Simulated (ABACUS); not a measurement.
# Ba2Tl5V3O12 (R-3m) in ABACUS: notebook

One crystal, Ba2Tl5V3O12, is run at these levels: PBE; tasks: single point.

Program: ABACUS 3.10.1. These are calculated values, not measurements. Logs are shortened: lines on timing, memory, paths and dates and some standing lists are left out, and cuts for length are marked.

### 1 Starting point

It takes space group R-3m (No. 166, trigonal). The conventional cell has a = 8.474 Å, b = 8.474 Å, c = 18.385 Å, α = 90.00°, β = 90.00°, γ = 120.00°. Around Ba (site symmetry -3m) lie 12 O at 3.23 Å. Ba (site symmetry -3m) is surrounded by 12 O at 3.22 Å. Around V (site symmetry 2/m) lie 4 O at 1.82 Å. Tl (site symmetry 2/m) is surrounded by 4 O at 2.36 Å. Tl (site symmetry 3m) is surrounded by 3 V at 2.80 Å and 6 O at 2.84 Å and 3 Tl at 2.98 Å. O (site symmetry 1) is surrounded by 1 V at 1.82 Å.

The cell was built by a generator and needn't be a form met in nature.

### 2 Single point, PBE, collinear spin, antiferromagnetic start

File INPUT:

```
INPUT_PARAMETERS
suffix              Ba2Tl5V3O12
calculation         scf
basis_type          lcao
pseudo_dir          ./
orbital_dir         ./
symmetry            0
dft_functional      pbe
ecutwfc             100
pseudo_rcut         7
nspin               2
nbands              121
ks_solver           genelpa
smearing_method     fd
smearing_sigma      0.00367493
scf_thr             1e-07
scf_nmax            100
mixing_type         broyden
mixing_beta         0.4
cal_force           1
cal_stress          1
out_mul             1
out_chg             1
out_pot             2
out_elf             1
```

File STRU:

```
ATOMIC_SPECIES
Ba 137.3270 Ba.upf
V 50.9415 V.upf
Tl 204.3800 Tl.upf
O 15.9990 O.upf

NUMERICAL_ORBITAL
Ba_confined-atom_9au_3s2p2d.orb
V_confined-atom_7au_3s2p2d1f.orb
Tl_confined-atom_8au_2s2p2d.orb
O_confined-atom_6au_2s2p1d.orb

LATTICE_CONSTANT
1.8897261246

LATTICE_VECTORS
4.2369800000 2.4462200000 6.1284000000
-4.2369800000 2.4462200000 6.1284000000
0.0000000000 -4.8924400000 6.1284000000

ATOMIC_POSITIONS
Direct

Ba
0.0
2
0.5000000000 0.5000000000 0.5000000000 1 1 1 mag 0
0.0000000000 0.0000000000 0.0000000000 1 1 1 mag 0

V
0.0
3
0.5000000000 0.5000000000 0.0000000000 1 1 1 mag 2
0.0000000000 0.5000000000 0.5000000000 1 1 1 mag -2
0.5000000000 0.0000000000 0.5000000000 1 1 1 mag 2

Tl
0.0
5
0.0000000000 0.0000000000 0.5000000000 1 1 1 mag 0
0.5000000000 0.0000000000 0.0000000000 1 1 1 mag 0
0.0000000000 0.5000000000 0.0000000000 1 1 1 mag 0
0.7404500000 0.7404500000 0.7404500000 1 1 1 mag 0
0.2595500000 0.2595500000 0.2595500000 1 1 1 mag 0

O
0.0
12
0.7165200000 0.0808900000 0.4124200000 1 1 1 mag 0
0.4124200000 0.7165200000 0.0808900000 1 1 1 mag 0
0.0808900000 0.4124200000 0.7165200000 1 1 1 mag 0
0.5875700000 0.9191100000 0.2834800000 1 1 1 mag 0
0.9191100000 0.2834800000 0.5875700000 1 1 1 mag 0
0.2834800000 0.5875700000 0.9191100000 1 1 1 mag 0
0.2834800000 0.9191100000 0.5875700000 1 1 1 mag 0
0.5875700000 0.2834800000 0.9191100000 1 1 1 mag 0
0.9191100000 0.5875700000 0.2834800000 1 1 1 mag 0
0.4124200000 0.0808900000 0.7165200000 1 1 1 mag 0
0.0808900000 0.7165200000 0.4124200000 1 1 1 mag 0
0.7165200000 0.4124200000 0.0808900000 1 1 1 mag 0
```

File KPT:

```
K_POINTS
0
Gamma
2 2 2 0 0 0
```

Potentials or basis: PseudoDojo NC SR 0.4.1 PBE standard, DZP LCAO (the cutoffs set its grid).

On the command line:

```
$ OMP_NUM_THREADS=1 mpirun -np 8 abacus > log
```

running log:

```text
ABACUS v3.10.1

               Atomic-orbital Based Ab-initio Computation at UStc

 ------------------------------------------------------------------------------------

 READING GENERAL INFORMATION
                           global_out_dir = OUT.Ba2Tl5V3O12/
                           global_in_card = INPUT
                               pseudo_dir = ./
                              orbital_dir = ./
                                    DSIZE = 8
                                    GSIZE = 1

 READING UNITCELL INFORMATION
                                    ntype = 4
                  lattice constant (Bohr) = 1.88973
              lattice constant (Angstrom) = 1

 READING ATOM TYPE 1
                               atom label = Ba
                      L=0, number of zeta = 3
                      L=1, number of zeta = 2
                      L=2, number of zeta = 2
             number of atom for this type = 2
               magnetization of element 1 = 0

 READING ATOM TYPE 2
                               atom label = V
                      L=0, number of zeta = 3
                      L=1, number of zeta = 2
                      L=2, number of zeta = 2
                      L=3, number of zeta = 1
             number of atom for this type = 3
               magnetization of element 2 = 2
       magnetization of element 2 (atom2) = -2

 READING ATOM TYPE 3
                               atom label = Tl
                      L=0, number of zeta = 2
                      L=1, number of zeta = 2
                      L=2, number of zeta = 2
             number of atom for this type = 5
               magnetization of element 3 = 0

 READING ATOM TYPE 4
                               atom label = O
                      L=0, number of zeta = 2
                      L=1, number of zeta = 2
                      L=2, number of zeta = 1
             number of atom for this type = 12
               magnetization of element 4 = 0

                        TOTAL ATOM NUMBER = 22
DIRECT COORDINATES
    atom                   x                   y                   z     mag                  vx                  vy                  vz
taud_Ba1            0.5000000000        0.5000000000        0.5000000000  0.0000        0.0000000000        0.0000000000        0.0000000000
taud_Ba2            0.0000000000        0.0000000000        0.0000000000  0.0000        0.0000000000        0.0000000000        0.0000000000
taud_V1            0.5000000000        0.5000000000        0.0000000000  2.0000        0.0000000000        0.0000000000        0.0000000000
taud_V2            0.0000000000        0.5000000000        0.5000000000 -2.0000        0.0000000000        0.0000000000        0.0000000000
taud_V3            0.5000000000        0.0000000000        0.5000000000  2.0000        0.0000000000        0.0000000000        0.0000000000
taud_Tl1            0.0000000000        0.0000000000        0.5000000000  0.0000        0.0000000000        0.0000000000        0.0000000000
taud_Tl2            0.5000000000        0.0000000000        0.0000000000  0.0000        0.0000000000        0.0000000000        0.0000000000
taud_Tl3            0.0000000000        0.5000000000        0.0000000000  0.0000        0.0000000000        0.0000000000        0.0000000000
taud_Tl4            0.7404500000        0.7404500000        0.7404500000  0.0000        0.0000000000        0.0000000000        0.0000000000
taud_Tl5            0.2595500000        0.2595500000        0.2595500000  0.0000        0.0000000000        0.0000000000        0.0000000000
taud_O1            0.7165200000        0.0808900000        0.4124200000  0.0000        0.0000000000        0.0000000000        0.0000000000
taud_O2            0.4124200000        0.7165200000        0.0808900000  0.0000        0.0000000000        0.0000000000        0.0000000000
taud_O3            0.0808900000        0.4124200000        0.7165200000  0.0000        0.0000000000        0.0000000000        0.0000000000
taud_O4            0.5875700000        0.9191100000        0.2834800000  0.0000        0.0000000000        0.0000000000        0.0000000000
taud_O5            0.9191100000        0.2834800000        0.5875700000  0.0000        0.0000000000        0.0000000000        0.0000000000
taud_O6            0.2834800000        0.5875700000        0.9191100000  0.0000        0.0000000000        0.0000000000        0.0000000000
taud_O7            0.2834800000        0.9191100000        0.5875700000  0.0000        0.0000000000        0.0000000000        0.0000000000
taud_O8            0.5875700000        0.2834800000        0.9191100000  0.0000        0.0000000000        0.0000000000        0.0000000000
taud_O9            0.9191100000        0.5875700000        0.2834800000  0.0000        0.0000000000        0.0000000000        0.0000000000
taud_O10           0.4124200000        0.0808900000        0.7165200000  0.0000        0.0000000000        0.0000000000        0.0000000000
taud_O11           0.0808900000        0.7165200000        0.4124200000  0.0000        0.0000000000        0.0000000000        0.0000000000
taud_O12           0.7165200000        0.4124200000        0.0808900000  0.0000        0.0000000000        0.0000000000        0.0000000000

                          Volume (Bohr^3) = 2571.86
                             Volume (A^3) = 381.109

 Lattice vectors: (Cartesian coordinate: in unit of a_0)
[... 156 lines left out ...]
           k-point number in this process = 8
       minimum distributed K point number = 8
                             nks(nspin=2) = 16
                          nkstot(nspin=2) = 16

[... K-POINTS CARTESIAN COORDINATES: 16 rows ...]

[... K-POINTS DIRECT COORDINATES: 16 rows ...]

 SETUP PLANE WAVES FOR WAVE FUNCTIONS
     energy cutoff for wavefunc (unit:Ry) = 100
              fft grid for wave functions = [ 96, 96, 96 ]
                    number of plane waves = 47509
                         number of sticks = 1691

 PARALLEL PW FOR WAVE FUNCTIONS
     PROC   COLUMNS(POT)             PW
        1            211           5938
        2            211           5938
        3            211           5938
        4            211           5938
        5            212           5940
        6            212           5940
        7            212           5940
        8            211           5937
 --------------- sum -------------------
        8           1691          47509

 SET NONLOCAL PSEUDOPOTENTIAL PROJECTORS
[... 8 lines left out ...]

 SETUP SEARCHING RADIUS FOR PROGRAM TO SEARCH ADJACENT ATOMS
                  longest orb rcut (Bohr) = 9
   longest nonlocal projector rcut (Bohr) = 2.62
                     search radius (Bohr) = 23.2
              searching radius is (Bohr)) = 23.2
         searching radius unit is (Bohr)) = 1.89
                         PeriodicBoundary = 1
                        Radius(unit:lat0) = 12.3
                                   glayer = [ 3, 3, 3 ]
                             glayer_minus = [ 2, 2, 2 ]

Find the coordinate range of the input atom(unit:lat0).
                                  min_tau = [ -19.6, -22, -36.8 ]
                                  max_tau = [ 19.6, 22, 50.4 ]
                                BoxNumber = [ 5, 5, 5 ]

 SETUP EXTENDED REAL SPACE GRID FOR GRID INTEGRATION
                          real space grid = [ 96, 96, 96 ]
                 big cell numbers in grid = [ 24, 24, 24 ]
             meshcell numbers in big cell = [ 4, 4, 4 ]
                        extended fft grid = [ 17, 17, 17 ]
                dimension of extened grid = [ 59, 59, 59 ]
                            UnitCellTotal = 27
              Atom number in sub-FFT-grid = 22
    Local orbitals number in sub-FFT-grid = 362
                                ParaV.nnr = 116283

                                 init_chg = atomic

 LCAO ALGORITHM --------------- ION=   1  ELEC=   1--------------------------------
          total magnetism (Bohr mag/cell) = 0.0516437
       absolute magnetism (Bohr mag/cell) = 1.71935
                        nelec for spin up = 98.0258
                      nelec for spin down = 97.9742
[... 526 lines left out ...]
 Density error is 6.43456944108e-08
----------------------------------------------------------
     Energy           Rydberg                 eV
----------------------------------------------------------
 E_KohnSham     -1560.1493865442     -21226.9213882051
 E_KS(sigma->0) -1560.1460146901     -21226.8755117772
 E_Harris       -1560.1494001084     -21226.9215727563
 E_band         -67.2937029799       -915.5778000464
 E_one_elec     -633.2815220515      -8616.2371380129
 E_Hartree      435.3016078418       5922.5822152098
 E_xc           -386.6229705365      -5260.2753769828
 E_Ewald        -975.5397580898      -13272.8993355634
 E_entropy(-TS) -0.0067437081        -0.0917528559
 E_descf        0.0000000000         0.0000000000
 E_exx          0.0000000000         0.0000000000
 E_Fermi        0.6202230504         8.4385675165
----------------------------------------------------------

 charge density convergence is achieved
 final etot is -21226.921388 eV
 EFERMI = 8.4385675165 eV
The vacuum level is 8.8959984659 eV

 STATE ENERGY(eV) AND OCCUPATIONS    NSPIN == 2
SPIN UP :
 1/8 kpoint (Cartesian) = 0.0000 0.0000 0.0000 (5424 pws)
       1       -56.7343       0.125000
       2       -56.5226       0.125000
       3       -56.5225       0.125000
       4       -30.6405       0.125000
       5       -30.6032       0.125000
       6       -30.5863       0.125000
[... 728 lines left out ...]
     120        13.3505    2.70375e-44
     121        13.5246    8.32785e-46

[... levels at 10 further k points ...]

-------------------------------------------------
 Total Magnetism (uB)
-------------------------------------------------
                        Ba1        -0.0003500823
                        Ba2         0.0003197173
                         V1        -0.1897259674
                         V2         0.3741662023
                         V3        -0.1897089358
                        Tl1        -0.0018663120
[... 18 lines left out ...]
 correction force for each atom along direction 1 is -6.37078e-10
 correction force for each atom along direction 2 is -4.15503e-10
 correction force for each atom along direction 3 is 8.52729e-09
------------------------------------------------------------------------------------------
 TOTAL-FORCE (eV/Angstrom)
------------------------------------------------------------------------------------------
                       Ba1         0.0000000000         0.0000000000         0.0000355937
                       Ba2         0.0000000000         0.0000000000        -0.0000065799
                        V1         0.0000052456        -0.0000744998        -0.0000591548
                        V2         0.0000618346         0.0000356724        -0.0000540735
                        V3        -0.0000619138         0.0000417755        -0.0000591414
                       Tl1         0.0000000000        -0.0000294829        -0.0001108919
[... 11 lines left out ...]
                        O8        -0.0083044060         0.1555887169         0.0774679598
                        O9        -0.1267336686        -0.0805148556         0.0823218644
                       O10        -0.1302552707         0.0851549824        -0.0773913999
                       O11         0.1330783507         0.0691167235        -0.0822481740
                       O12        -0.0139432144        -0.1546241068        -0.0895643370
------------------------------------------------------------------------------------------

----------------------------------------------------------------
 TOTAL-STRESS (KBAR)
----------------------------------------------------------------
         9.7813972241         0.4685113395        -0.5611782487
         0.4685113395         9.2407746558        -0.3239113860
        -0.5611782487        -0.3239113860        18.6465978628
----------------------------------------------------------------
 TOTAL-PRESSURE: 12.556257 KBAR

 --------------------------------------------
 !FINAL_ETOT_IS -21226.9213882051444671 eV
 --------------------------------------------
```

Run time: 1.7 min. Hardware: 8 MPI ranks of Intel Xeon 6975P-C (Granite Rapids), shared host; peak memory 2.6 GiB.

What came out:

- Free energy: -21226.9214 eV
- Pressure: 1.3 GPa
- Largest force: 0.179 eV/Å
- Band gap on the k mesh: none (metal or under the smearing width)
- Net moment: -0.01 μB per cell
- Absolute moment: 0.97 μB per cell
- Site moments: Ba -0.00, +0.00; V -0.19, +0.37; Tl -0.00; O +0.01, +0.02, -0.02 μB
- Mulliken charges: Ba +1.26, +1.40; V +0.59; Tl +0.53, +0.37; O -0.56 e

Forces in eV/Å, atoms in the order of the input:
```
Ba   0.000  0.000  0.000
Ba   0.000  0.000  0.000
V    0.000  0.000  0.000
V    0.000  0.000  0.000
V    0.000  0.000  0.000
Tl   0.000  0.000  0.000
Tl   0.000  0.000  0.000
Tl   0.000  0.000  0.000
Tl  -0.024 -0.014  0.014
Tl   0.024  0.014 -0.014
O   -0.141  0.065 -0.090
O    0.009 -0.155 -0.077
O    0.126  0.081 -0.082
O    0.131 -0.085  0.077
O   -0.133 -0.069  0.082
O    0.014  0.155  0.090
O    0.141 -0.066  0.090
O   -0.008  0.156  0.077
O   -0.127 -0.081  0.082
O   -0.130  0.085 -0.077
O    0.133  0.069 -0.082
O   -0.014 -0.155 -0.090
```

Stress tensor (GPa, compression positive):
```
 0.98  0.05 -0.06
 0.05  0.92 -0.03
-0.06 -0.03  1.86
```

Levels at points of the mesh, in eV from the Fermi level:
Spin up:
```tsv
k point	band 95	band 96	band 97	band 98	band 99	band 100	band 101	band 102
(0.00, 0.00, 0.00)	-0.96	-0.57	-0.56	-0.38	-0.08	0.00	0.28	1.03
(0.50, 0.00, 0.00)	-0.74	-0.70	-0.63	0.00	0.11	0.17	0.41	1.39
(0.00, 0.50, 0.00)	-0.71	-0.68	-0.62	-0.13	0.01	0.18	0.53	1.31
(0.50, 0.50, 0.00)	-0.75	-0.68	-0.61	-0.02	0.14	0.98	1.04	1.13
(0.00, 0.00, 0.50)	-0.71	-0.68	-0.62	-0.13	0.01	0.18	0.53	1.31
(0.50, 0.00, 0.50)	-0.75	-0.68	-0.61	-0.02	0.14	0.98	1.04	1.13
(0.00, 0.50, 0.50)	-0.78	-0.75	-0.59	0.06	0.29	0.91	1.04	1.06
(0.50, 0.50, 0.50)	-0.93	-0.69	-0.25	-0.05	0.22	0.69	0.70	1.20
```
Spin down:
```
           k point  band 95  band 96  band 97  band 98  band 99  band 100  band 101  band 102
(0.00, 0.00, 0.00)    -0.96    -0.57    -0.57    -0.38    -0.08      0.01      0.28      1.03
(0.50, 0.00, 0.00)    -0.72    -0.67    -0.62    -0.16    -0.04      0.19      0.57      1.29
(0.00, 0.50, 0.00)    -0.73    -0.71    -0.63    -0.05     0.09      0.17      0.45      1.36
(0.50, 0.50, 0.00)    -0.75    -0.75    -0.60     0.04     0.22      0.97      1.04      1.05
(0.00, 0.00, 0.50)    -0.73    -0.71    -0.63    -0.05     0.09      0.17      0.45      1.36
(0.50, 0.00, 0.50)    -0.75    -0.75    -0.60     0.04     0.22      0.97      1.04      1.05
(0.00, 0.50, 0.50)    -0.75    -0.65    -0.61    -0.07     0.12      0.95      1.04      1.20
(0.50, 0.50, 0.50)    -0.93    -0.69    -0.25    -0.05     0.22      0.69      0.70      1.20
```

Caveat: the k mesh is coarse (spacing up to 0.46 Å⁻¹), so the values aren't converged; the atomic orbitals were generated for these runs and aren't a published set; Mulliken charges move with the basis; this release of the barium file is off; the basis of atomic orbitals isn't converged, which shifts pressures, moduli and gaps; semilocal functionals often make such compounds metallic where correlation or magnetic order opens a gap, which also shifts bond lengths. With open d or f shells a metallic result of PBE can be an artefact of self-interaction; +U or a hybrid may open a gap.

[end of part 1 of 2]
